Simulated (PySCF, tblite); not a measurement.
# C₂H₁₀BNOSi: a rotation path, then NMR shifts on frames, part 2 of 2

tblite 0.8.0 and PySCF 2.14.0. Atoms count from 0. Earlier steps stand in the parts before.

## (5) Shielding tensors: image 3, PBE0/pcSseg-1

The job: settings as JSON, then the geometry in Å.

```
{"job": {"kind": "nmr", "xc": "PBE0", "basis": "pcSseg-1", "pop": false}, "charge": 0, "multiplicity": 1}
C      3.121300    -0.267200     0.139500
O      1.934500     0.461200     0.146500
Si     0.517600     0.215900    -0.623000
C     -0.809900    -0.361900     0.606100
B     -2.236800    -0.335400    -0.057000
N     -3.070600     0.752400     0.133100
H      3.857300     0.275600     0.735600
H      3.500800    -0.379000    -0.879600
H      2.979500    -1.261800     0.570000
H      0.235200     1.550400    -1.155500
H      0.680700    -0.754200    -1.715400
H     -0.761400     0.288100     1.481900
H     -0.550300    -1.365700     0.946200
H     -2.612400    -1.214900    -0.738000
H     -3.978000     0.852500    -0.289900
H     -2.815100     1.552800     0.688200
```

Method: GIAO PBE0/pcSseg-1 NMR shielding, non-relativistic, gas phase.

The program printed:

```text
coarse grid: 13232 points
cycle   1  E = -526.0263995999  dE =  5.013e-01  |g| = 7.624e-01  |ddm| = 3.363e+00
cycle   2  E = -525.9112388009  dE =  1.152e-01  |g| = 1.098e+00  |ddm| = 1.513e+00
cycle   3  E = -526.1405312778  dE = -2.293e-01  |g| = 1.184e-01  |ddm| = 1.012e+00
cycle   4  E = -526.1431155483  dE = -2.584e-03  |g| = 3.983e-02  |ddm| = 1.184e-01
cycle   5  E = -526.1434909910  dE = -3.754e-04  |g| = 7.647e-03  |ddm| = 3.885e-02
cycle   6  E = -526.1435046579  dE = -1.367e-05  |g| = 2.109e-03  |ddm| = 7.879e-03
cycle   7  E = -526.1435057397  dE = -1.082e-06  |g| = 4.735e-04  |ddm| = 1.838e-03
final grid: 121472 points
cycle   8  E = -526.1840465291  dE = -2.282e-05  |g| = 1.089e-02  |ddm| = 2.008e-02
cycle   9  E = -526.1840260570  dE =  2.047e-05  |g| = 1.517e-02  |ddm| = 1.679e-02
cycle  10  E = -526.1840703169  dE = -4.426e-05  |g| = 1.344e-03  |ddm| = 1.015e-02
cycle  11  E = -526.1840706957  dE = -3.788e-07  |g| = 1.617e-04  |ddm| = 1.197e-03
cycle  12  E = -526.1840707004  dE = -4.680e-09  |g| = 6.392e-05  |ddm| = 1.590e-04
cycle  13  E = -526.1840707012  dE = -8.113e-10  |g| = 1.957e-05  |ddm| = 5.275e-05
converged SCF energy = -526.1840707012

GIAO shielding tensors (ppm)
atom      isotropic    diamagn.    paramagn.     s11        s22        s33       span
  0 C      132.742     240.605    -107.864    103.554    109.885    184.786     81.232
  1 O      344.045     399.850     -55.806    288.323    363.525    380.286     91.963
  2 Si     362.489     881.828    -519.339    304.233    362.336    420.898    116.665
  3 C      169.913     259.469     -89.556    136.326    178.011    195.403     59.077
  4 B       61.252     195.190    -133.939     16.230     45.783    121.742    105.512
  5 N      152.152     315.849    -163.697     55.246    194.781    206.429    151.183
  6 H       27.775      27.144       0.631     23.524     25.539     34.262     10.737
  7 H       28.000      27.662       0.338     23.881     25.648     34.470     10.589
  8 H       27.942      29.034      -1.092     23.468     26.059     34.297     10.829
  9 H       26.883      31.726      -4.843     22.575     26.711     31.362      8.788
 10 H       26.625      31.397      -4.772     23.305     25.962     30.607      7.303
 11 H       31.193      34.977      -3.783     27.564     30.390     35.626      8.062
 12 H       30.666      33.546      -2.880     27.485     28.837     35.675      8.190
 13 H       26.857      30.361      -3.504     25.530     26.209     28.831      3.301
 14 H       27.524      28.005      -0.480     22.958     23.914     35.701     12.743
 15 H       27.716      32.067      -4.351     23.261     26.391     33.495     10.234
```

Run time: 27 s. Hardware: 1 thread of Arm Neoverse N1, shared host; peak memory 0.75 GiB.

This run: δ C0 54.2, C3 17.0, O1 -8.0, Si2 -13.3, H10 5.09, H13 4.86 ppm.

## (6) Shielding tensors: image 5, PBE0/pcSseg-1

The job: settings as JSON, then the geometry in Å.

```
{"job": {"kind": "nmr", "xc": "PBE0", "basis": "pcSseg-1", "pop": false}, "charge": 0, "multiplicity": 1}
C      3.164700    -0.203100     0.072600
O      1.853500     0.126800     0.407500
Si     0.514700     0.058800    -0.518200
C     -0.879000    -0.362500     0.689400
B     -2.267300    -0.304300    -0.043200
N     -3.062800     0.823400     0.057100
H      3.832100     0.231900     0.818100
H      3.438100     0.172200    -0.915800
H      3.284100    -1.289600     0.077400
H      0.341700     1.364800    -1.174000
H      0.671600    -0.955400    -1.571400
H     -0.828900     0.325900     1.533500
H     -0.680000    -1.359200     1.084500
H     -2.643600    -1.196800    -0.707000
H     -3.944800     0.939500    -0.412900
H     -2.801600     1.636300     0.591000
```

Level: GIAO PBE0/pcSseg-1 NMR shielding, non-relativistic, gas phase.

The program printed:

```text
coarse grid: 13232 points
cycle   1  E = -526.0265194095  dE =  5.149e-01  |g| = 7.643e-01  |ddm| = 3.362e+00
cycle   2  E = -525.9072121775  dE =  1.193e-01  |g| = 1.107e+00  |ddm| = 1.564e+00
cycle   3  E = -526.1415095392  dE = -2.343e-01  |g| = 1.159e-01  |ddm| = 1.057e+00
cycle   4  E = -526.1439482749  dE = -2.439e-03  |g| = 3.975e-02  |ddm| = 1.156e-01
cycle   5  E = -526.1443156696  dE = -3.674e-04  |g| = 7.805e-03  |ddm| = 3.751e-02
cycle   6  E = -526.1443296734  dE = -1.400e-05  |g| = 2.271e-03  |ddm| = 7.809e-03
cycle   7  E = -526.1443308868  dE = -1.213e-06  |g| = 5.478e-04  |ddm| = 1.943e-03
final grid: 121472 points
cycle   8  E = -526.1846398357  dE = -2.425e-05  |g| = 1.082e-02  |ddm| = 2.030e-02
cycle   9  E = -526.1846209214  dE =  1.891e-05  |g| = 1.486e-02  |ddm| = 1.617e-02
cycle  10  E = -526.1846631037  dE = -4.218e-05  |g| = 1.329e-03  |ddm| = 9.791e-03
cycle  11  E = -526.1846634778  dE = -3.741e-07  |g| = 1.565e-04  |ddm| = 1.221e-03
cycle  12  E = -526.1846634822  dE = -4.488e-09  |g| = 6.083e-05  |ddm| = 1.587e-04
cycle  13  E = -526.1846634830  dE = -7.410e-10  |g| = 1.862e-05  |ddm| = 5.109e-05
converged SCF energy = -526.1846634830

GIAO shielding tensors (ppm)
atom      isotropic    diamagn.    paramagn.     s11        s22        s33       span
  0 C      133.004     240.195    -107.191    104.087    109.809    185.115     81.027
  1 O      348.495     401.165     -52.670    311.341    363.835    370.308     58.967
  2 Si     363.699     882.310    -518.612    304.707    358.163    428.226    123.518
  3 C      170.529     258.608     -88.080    137.857    177.900    195.830     57.973
  4 B       61.097     195.364    -134.266     15.257     46.318    121.717    106.460
  5 N      152.775     315.821    -163.047     56.204    195.945    206.175    149.971
  6 H       27.826      27.247       0.579     23.525     25.544     34.408     10.883
  7 H       28.149      27.819       0.329     24.067     25.755     34.624     10.556
  8 H       27.877      28.148      -0.271     23.414     25.765     34.453     11.039
  9 H       26.889      31.797      -4.908     23.149     26.249     31.269      8.121
 10 H       26.736      31.656      -4.921     23.631     25.901     30.676      7.045
 11 H       31.077      34.723      -3.645     27.451     30.353     35.428      7.977
 12 H       30.676      33.189      -2.512     27.387     28.709     35.933      8.546
 13 H       26.823      30.387      -3.564     25.405     26.168     28.895      3.491
 14 H       27.549      28.051      -0.503     22.969     23.928     35.749     12.780
 15 H       27.741      32.027      -4.286     23.286     26.409     33.528     10.242
```

Run time: 27 s. Hardware: 1 thread of Arm Neoverse N1, shared host; peak memory 0.75 GiB.

In short: δ C0 53.9, C3 16.4, O1 -12.4, Si2 -14.5, H10 4.98, H13 4.89 ppm.

## (7) NMR shieldings: image 8, PBE0/pcSseg-1

The job: settings as JSON, then the geometry in Å.

```
{"job": {"kind": "nmr", "xc": "PBE0", "basis": "pcSseg-1", "pop": false}, "charge": 0, "multiplicity": 1}
C      3.135200    -0.048400     0.049300
O      1.812000    -0.173100     0.463200
Si     0.487800    -0.214800    -0.482300
C     -0.918300    -0.434300     0.759400
B     -2.290900    -0.293900     0.010300
N     -2.931800     0.931600    -0.034200
H      3.769000    -0.013000     0.936300
H      3.276900     0.865800    -0.532400
H      3.429600    -0.899100    -0.570200
H      0.390000     1.035500    -1.257600
H      0.585300    -1.309400    -1.460400
H     -0.801300     0.308700     1.548600
H     -0.809800    -1.411900     1.227000
H     -2.781800    -1.197700    -0.554900
H     -3.791300     1.105600    -0.526400
H     -2.568300     1.757200     0.412700
```

Level: GIAO PBE0/pcSseg-1 NMR shielding, non-relativistic, gas phase.

The program printed:

```text
coarse grid: 13232 points
cycle   1  E = -526.0277049696  dE =  5.242e-01  |g| = 7.630e-01  |ddm| = 3.363e+00
cycle   2  E = -525.9042621465  dE =  1.234e-01  |g| = 1.114e+00  |ddm| = 1.582e+00
cycle   3  E = -526.1424575801  dE = -2.382e-01  |g| = 1.186e-01  |ddm| = 1.077e+00
cycle   4  E = -526.1450123570  dE = -2.555e-03  |g| = 4.001e-02  |ddm| = 1.176e-01
cycle   5  E = -526.1453806642  dE = -3.683e-04  |g| = 8.074e-03  |ddm| = 3.718e-02
cycle   6  E = -526.1453954101  dE = -1.475e-05  |g| = 2.437e-03  |ddm| = 8.017e-03
cycle   7  E = -526.1453967800  dE = -1.370e-06  |g| = 6.111e-04  |ddm| = 2.063e-03
final grid: 121472 points
cycle   8  E = -526.1857334726  dE = -2.538e-05  |g| = 1.058e-02  |ddm| = 1.940e-02
cycle   9  E = -526.1857161028  dE =  1.737e-05  |g| = 1.440e-02  |ddm| = 1.586e-02
cycle  10  E = -526.1857558869  dE = -3.978e-05  |g| = 1.351e-03  |ddm| = 9.510e-03
cycle  11  E = -526.1857562722  dE = -3.853e-07  |g| = 1.619e-04  |ddm| = 1.252e-03
cycle  12  E = -526.1857562771  dE = -4.839e-09  |g| = 6.063e-05  |ddm| = 1.615e-04
cycle  13  E = -526.1857562778  dE = -7.437e-10  |g| = 1.936e-05  |ddm| = 5.283e-05
converged SCF energy = -526.1857562778

GIAO shielding tensors (ppm)
atom      isotropic    diamagn.    paramagn.     s11        s22        s33       span
  0 C      132.849     240.808    -107.960    105.698    107.398    185.450     79.752
  1 O      335.973     400.780     -64.807    296.440    352.406    359.074     62.634
  2 Si     362.975     882.453    -519.478    304.558    350.696    433.670    129.112
  3 C      171.759     258.526     -86.768    139.831    179.121    196.324     56.493
  4 B       60.908     195.271    -134.362     14.828     45.995    121.903    107.075
  5 N      152.534     316.306    -163.773     55.663    195.910    206.028    150.366
  6 H       27.723      27.388       0.335     23.373     25.500     34.297     10.925
  7 H       28.072      28.334      -0.262     24.012     25.797     34.409     10.397
  8 H       28.029      27.788       0.240     23.953     25.692     34.441     10.488
  9 H       26.954      32.154      -5.200     23.670     26.298     30.894      7.224
 10 H       26.767      31.458      -4.691     23.633     25.477     31.192      7.559
 11 H       31.128      34.746      -3.618     27.497     30.169     35.718      8.222
 12 H       30.556      32.746      -2.190     27.206     28.503     35.958      8.752
 13 H       26.803      30.226      -3.423     25.426     26.195     28.788      3.363
 14 H       27.538      28.230      -0.692     23.001     23.916     35.698     12.697
 15 H       27.774      32.401      -4.627     23.346     26.522     33.455     10.109
```

It took 27 s on 1 thread of Arm Neoverse N1, shared host; peak memory 0.75 GiB.

Key values: δ C0 54.1, C3 15.2, O1 0.1, Si2 -13.8, H10 4.95, H13 4.91 ppm.

## (8) Run by run: NMR shifts

Shifts (ppm) of some atoms, chosen among heavy atoms and hydrogens apart, with basis size and wall time:

| frame | C0 | C3 | H10 | H11 | O1 | Si2 | N5 | functions | time |
| --- | --- | --- | --- | --- | --- | --- | --- | --- | --- |
| image 0 | 53.1 | 14.0 | 5.14 | 0.38 | 6.7 | -14.7 | 115.8 | 159 | 36 s |
| image 1 | 53.3 | 15.0 | 5.13 | 0.37 | 6.0 | -14.5 | 115.8 | 159 | 27 s |
| image 3 | 54.2 | 17.0 | 5.09 | 0.52 | -8.0 | -13.3 | 115.6 | 159 | 27 s |
| image 5 | 53.9 | 16.4 | 4.98 | 0.64 | -12.4 | -14.5 | 115.0 | 159 | 27 s |
| image 8 | 54.1 | 15.2 | 4.95 | 0.59 | 0.1 | -13.8 | 115.2 | 159 | 27 s |

## (9) Results

The summary covers parts 1 to 2.

| quantity | value |
| --- | --- |
| lowest and highest image | -0.066 and 0.040 eV |
| ¹³C shifts against TMS (PBE0/pcSseg-1, image 0) | 53.1, 14.0 ppm |
| ¹H shifts against TMS (PBE0/pcSseg-1, image 0) | 5.14, 4.90, 4.77, 4.21, 4.00, 3.95, 3.69, 3.56, 1.13, 0.38 ppm |
| ¹⁷O shifts against H2O (PBE0/pcSseg-1, image 0) | 6.7 ppm |
| ²⁹Si shifts against TMS (PBE0/pcSseg-1, image 0) | -14.7 ppm |
| ¹¹B shifts against BF3·OEt2 (PBE0/pcSseg-1, image 0) | 39.1 ppm |
| ¹⁵N shifts against NH3 (PBE0/pcSseg-1, image 0) | 115.8 ppm |
| surface potential, 1st and 99th percentile | -1.45 V and 1.66 V |
| range of the shift of O1 | -12.4 to 6.7 ppm |

What this shows: The band dips 1.5 kcal/mol below its start, so the start is not the lowest point of the turn; from the lowest image the climb to the highest is 2.4 kcal/mol (GFN2-xTB, rough). Shifts at one fixed geometry are not the observed spectrum, which averages over the motion. In the first frame run (image 0): The widest tensor belongs to N5: span 152 ppm, with a paramagnetic part of -164 ppm. Across the 5 runs the shift of O1 moves most, between -12.4 (image 5) and 6.7 ppm (image 0).
